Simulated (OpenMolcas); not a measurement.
# Cr²⁺ among point charges: CASSCF and CASPT2 levels and susceptibility

Aim: the splitting of the states of Cr²⁺ in the field of 6 point charges, its lowest levels with spin-orbit coupling and its magnetic susceptibility.

The numbers are computed with OpenMolcas 26.06 (state-averaged CASSCF and CASPT2, spin-orbit coupling by RASSI with atomic mean-field integrals), except any that are marked as measured or tabulated.

## 1. The system

* Species: Cr²⁺ (chromium, Z = 24, 22 electrons)
* Basis: ANO-RCC-VDZP [5s4p2d1f], 34 functions
* Scalar Hamiltonian: DKH2, point nucleus
* Inactive shells: 1s 2s 2p 3s 3p
* Active space: 4 electrons in 5 orbitals (3d)
* Some configurations of this space: 3d⁴
* Orbitals: optimised for each spin and parity, averaged over all roots

The outer shells:

3d4
```
3d [↑ ][↑ ][↑ ][↑ ][  ]
```

The ion sits among 6 point charges of -2.2 e arranged as a tetragonal octahedron (D4h), 2.14 Å from the ion, with the axial distance 2.354 Å.

The work runs as a chain of OpenMolcas steps in one folder; each step below is one input file. Labels, J, g values, rates, χT and fits are worked out afterwards by a script from the matrices that RASSI stores. The input lists half of the charges; inversion (Group=XYZ) makes the rest.

## 2. GATEWAY and SEWARD: basis and integrals

Contents of a.inp:

```
&GATEWAY
Coord
1

Cr 0.0 0.0 0.0
Basis=ANO-RCC-VDZP
Group=XYZ
NoMove
AngMom=0.0 0.0 0.0
AMFI
XField
3 Angstrom 0
2.140000 0.000000 0.000000 -2.200000
0.000000 2.140000 0.000000 -2.200000
0.000000 0.000000 2.354000 -2.200000
&SEWARD
```

Started as:

```
$ OMP_NUM_THREADS=1 MOLCAS_MEM=1689 MOLCAS_PROJECT=a pymolcas a.inp > a.log
```

## 3. Reference wave functions, quintets of even parity, 5 roots

Contents of a.inp:

```
&RASSCF
FileOrb=start.orb
Symmetry=1
Spin=5
nActEl=4 0 0
Inactive=3 6
Ras2=5 0
CIRoot=5 5 1
SDav=5
CIMx=300
Iter=120 100
PrWF=0.3
OrbListing=Nothing
MaxOrb=0
>>> COPY $Project.JobIph JOB001
```

start.orb holds the contracted functions of the basis, ordered by shell, or the orbitals of the step before.

## 4. CASSCF: triplets of even parity, 45 roots

Contents of a.inp:

```
&RASSCF
FileOrb=start.orb
Symmetry=1
Spin=3
nActEl=4 0 0
Inactive=3 6
Ras2=5 0
CIRoot=45 45 1
SDav=45
CIMx=300
Iter=120 100
PrWF=0.3
OrbListing=Nothing
MaxOrb=0
>>> COPY $Project.JobIph JOB002
```

## 5. CASSCF: singlets of even parity, 50 roots

Contents of a.inp:

```
&RASSCF
FileOrb=start.orb
Symmetry=1
Spin=1
nActEl=4 0 0
Inactive=3 6
Ras2=5 0
CIRoot=50 50 1
SDav=50
CIMx=300
Iter=120 100
PrWF=0.3
OrbListing=Nothing
MaxOrb=0
>>> COPY $Project.JobIph JOB003
```

## 6. State interaction with spin-orbit coupling

Contents of a.inp:

```
&RASSI
NrOfJobIphs=3 5 45 50
1 2 3 4 5
1 2 3 4 5 6 7 8 9 10 11 12 13 14 15 16 17 18 19 20 21 22 23 24 25 26 27
28 29 30 31 32 33 34 35 36 37 38 39 40 41 42 43 44 45
1 2 3 4 5 6 7 8 9 10 11 12 13 14 15 16 17 18 19 20 21 22 23 24 25 26 27
28 29 30 31 32 33 34 35 36 37 38 39 40 41 42 43 44 45 46 47 48 49 50
IphNames
JOB001
JOB002
JOB003
EJob
SpinOrbit
DIPRint=1.0
SOCoupling=1000.0
Subsets=2
Property=9
'ANGMOM' 1 'ANGMOM' 2 'ANGMOM' 3 'MLTPL  1' 1 'MLTPL  1' 2 'MLTPL  1' 3
'AMFI' 1 'AMFI' 2 'AMFI' 3
SOProperty=3
'ANGMOM' 1 'ANGMOM' 2 'ANGMOM' 3
```

## 7. CASPT2: IPEA 0.25, imaginary shift 0.1 (closed shells correlated: 3s 3p)

Contents of a.inp:

```
>>> COPY JOB001 $Project.JobIph
&CASPT2
Multistate=5 1 2 3 4 5
NoMult
Frozen=2 3
IPEA=0.25
Imaginary=0.1
MaxIter=60
WThr=0.0 0.3 0.05
PrWF=0.5
NoMix
>>> COPY JOB002 $Project.JobIph
&CASPT2
Multistate=45 1 2 3 4 5 6 7 8 9 10 11 12 13 14 15 16 17 18 19 20 21 22
23 24 25 26 27 28 29 30 31 32 33 34 35 36 37 38 39 40 41 42 43 44 45
NoMult
Frozen=2 3
IPEA=0.25
Imaginary=0.1
MaxIter=60
WThr=0.0 0.3 0.05
PrWF=0.5
NoMix
>>> COPY JOB003 $Project.JobIph
&CASPT2
Multistate=50 1 2 3 4 5 6 7 8 9 10 11 12 13 14 15 16 17 18 19 20 21 22
23 24 25 26 27 28 29 30 31 32 33 34 35 36 37 38 39 40 41 42 43 44 45 46
47 48 49 50
NoMult
Frozen=2 3
IPEA=0.25
Imaginary=0.1
MaxIter=60
WThr=0.0 0.3 0.05
PrWF=0.5
NoMix
```

(Steps that only read results are left out.)

What does the calculation give? Wanted: spin-free ground state; first state of the same spin within the active space; lowest level; next level.

**Answer**, as computed:

| quantity | value |
| --- | --- |
| method | SS-CASPT2, IPEA 0.25, imaginary shift 0.1 (closed shells correlated: 3s 3p) |
| spin-free ground state | 5B1, 1-fold in its orbital part |
| first state of the same spin within the active space | 5A1 at 4710 cm⁻¹ |
| lowest level | 2-fold, g = 0.00, 0.00, 7.70 |
| next level | 9.4 cm⁻¹ |
| χT at 300 K | 2.94 cm³ K/mol |
| effective moment at 300 K | 4.85 μB |

Cost by method:

| method | time of its own steps | time with the reference |
| --- | --- | --- |
| A. CASSCF | 22 s | 22 s |
| B. SS-CASPT2, IPEA 0.25, imaginary shift 0.1, +3s 3p | 5.7 s | 27 s |

Times are of one thread on a shared host.

What this shows: The spin-free ground state (5B1) comes to 100 % from free-ion D terms and keeps the highest spin of the shell. χT at 300 K is 2.94, against 3.01 cm³ K/mol for the spin alone; near agreement at one temperature doesn't show that the orbital moment is quenched. An active space of the d shell alone favours high spin; real ions in strong fields can be low spin. The field of point charges can differ much from that of real complexes. With metal d orbitals alone active, the gaps between spin states are rough; where two lie within a few thousand cm-1, their order is open. Point charges carry no covalency, so the field is a model and not that of real ligands.
